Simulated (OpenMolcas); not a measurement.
# Os⁶⁺ among point charges: CASSCF and CASPT2 levels and susceptibility

How does a field of 4 point charges split the states of Os⁶⁺, and what χT follows?

Program: OpenMolcas 26.06. Level of theory: state-averaged CASSCF and CASPT2, spin-orbit coupling by RASSI with atomic mean-field integrals. These are calculated values, not measurements, unless marked.

**1. The system**

| Quantity | Value |
| --- | --- |
| Species | Os⁶⁺ (osmium, Z = 76, 70 electrons) |
| Basis | ANO-RCC-VDZP [7s6p4d2f1g], 68 functions |
| Scalar Hamiltonian | DKH2, point nucleus |
| Inactive shells | 1s 2s 2p 3s 3p 3d 4s 4p 4d 4f 5s 5p |
| Active space | 2 electrons in 5 orbitals (5d) |
| Some configurations of this space | 5d2 |
| Orbitals | optimised for each spin and parity, averaged over all roots |

Outer shells as boxes (Hund's rule):

5d2
```
5d [↑ ][↑ ][  ][  ][  ]
```

The ion sits among 4 point charges of -1 e arranged as a tetrahedron (Td), 1.93 Å from the ion.

Each step is its own input file, run in one work folder so that later steps find the files of earlier ones. Labels, J, g values, rates, χT and fits are worked out afterwards by a script from the matrices that RASSI stores.

**2. Basis and integrals**

Input file a.inp:

```
&GATEWAY
Coord
1

Os 0.0 0.0 0.0
Basis=ANO-RCC-VDZP
Group=NoSym
NoMove
AngMom=0.0 0.0 0.0
AMFI
XField
4 Angstrom 0
1.114286 1.114286 1.114286 -1.000000
1.114286 -1.114286 -1.114286 -1.000000
-1.114286 1.114286 -1.114286 -1.000000
-1.114286 -1.114286 1.114286 -1.000000
&SEWARD
```

Run with:

```console
> OMP_NUM_THREADS=1 MOLCAS_MEM=1689 MOLCAS_PROJECT=a pymolcas a.inp > a.log
```

**3. Reference wave functions, triplets, 10 roots**

Input file a.inp:

```
&RASSCF
FileOrb=start.orb
Symmetry=1
Spin=3
nActEl=2 0 0
Inactive=34
Ras2=5
CIRoot=10 10 1
SDav=10
CIMx=300
Iter=120 100
PrWF=0.3
OrbListing=Nothing
MaxOrb=0
>>> COPY $Project.JobIph JOB001
```

start.orb holds the contracted functions of the basis, ordered by shell, or the orbitals of the step before.

**4. CASSCF: singlets, 15 roots**

Input file a.inp:

```
&RASSCF
FileOrb=start.orb
Symmetry=1
Spin=1
nActEl=2 0 0
Inactive=34
Ras2=5
CIRoot=15 15 1
SDav=15
CIMx=300
Iter=120 100
PrWF=0.3
OrbListing=Nothing
MaxOrb=0
>>> COPY $Project.JobIph JOB002
```

**5. State interaction with spin-orbit coupling**

Input file a.inp:

```
&RASSI
NrOfJobIphs=2 10 15
1 2 3 4 5 6 7 8 9 10
1 2 3 4 5 6 7 8 9 10 11 12 13 14 15
IphNames
JOB001
JOB002
EJob
SpinOrbit
DIPRint=1.0
SOCoupling=1000.0
Subsets=2
Property=9
'ANGMOM' 1 'ANGMOM' 2 'ANGMOM' 3 'MLTPL  1' 1 'MLTPL  1' 2 'MLTPL  1' 3
'AMFI' 1 'AMFI' 2 'AMFI' 3
SOProperty=3
'ANGMOM' 1 'ANGMOM' 2 'ANGMOM' 3
```

**6. CASPT2: IPEA 0.25, imaginary shift 0.1 (closed shells correlated: 4f 5s 5p)**

Input file a.inp:

```
>>> COPY JOB001 $Project.JobIph
&CASPT2
Multistate=10 1 2 3 4 5 6 7 8 9 10
NoMult
Frozen=23
IPEA=0.25
Imaginary=0.1
MaxIter=60
WThr=0.0 0.3 0.05
PrWF=0.5
NoMix
>>> COPY JOB002 $Project.JobIph
&CASPT2
Multistate=15 1 2 3 4 5 6 7 8 9 10 11 12 13 14 15
NoMult
Frozen=23
IPEA=0.25
Imaginary=0.1
MaxIter=60
WThr=0.0 0.3 0.05
PrWF=0.5
NoMix
```

(Steps that only read results are left out.)

Q: Predict the outcome of this session. Wanted: spin-free ground state; first state of the same spin within the active space; lowest level; next level.

**Answer**, as computed:

| quantity | value |
| --- | --- |
| method | SS-CASPT2, IPEA 0.25, imaginary shift 0.1 (closed shells correlated: 4f 5s 5p) |
| spin-free ground state | 3A2, 1-fold in its orbital part |
| first state of the same spin within the active space | 3T2 at 1690 cm⁻¹ |
| lowest level | 3-fold T2 |
| next level | 659.9 cm⁻¹ |
| χT at 300 K | 0.25 cm³ K/mol |
| effective moment at 300 K | 1.41 μB |

Cost by method:

```
                                                 method  time of its own steps  time with the reference
                                              A. CASSCF                   11 s                     11 s
B. SS-CASPT2, IPEA 0.25, imaginary shift 0.1, +4f 5s 5p                   13 s                     23 s
```

Times are of one thread on a shared host.

What this shows: The spin-free ground state (3A2) comes to 100 % from free-ion F terms and keeps the highest spin of the shell. χT at 300 K is 0.25, against 1.00 cm³ K/mol for the spin alone, so spin-orbit coupling lowers it. CASPT2 does not keep the components of a term degenerate, and the means are used. The field of point charges can differ much from that of real complexes. This is an electrostatic model: the charges have no orbitals.
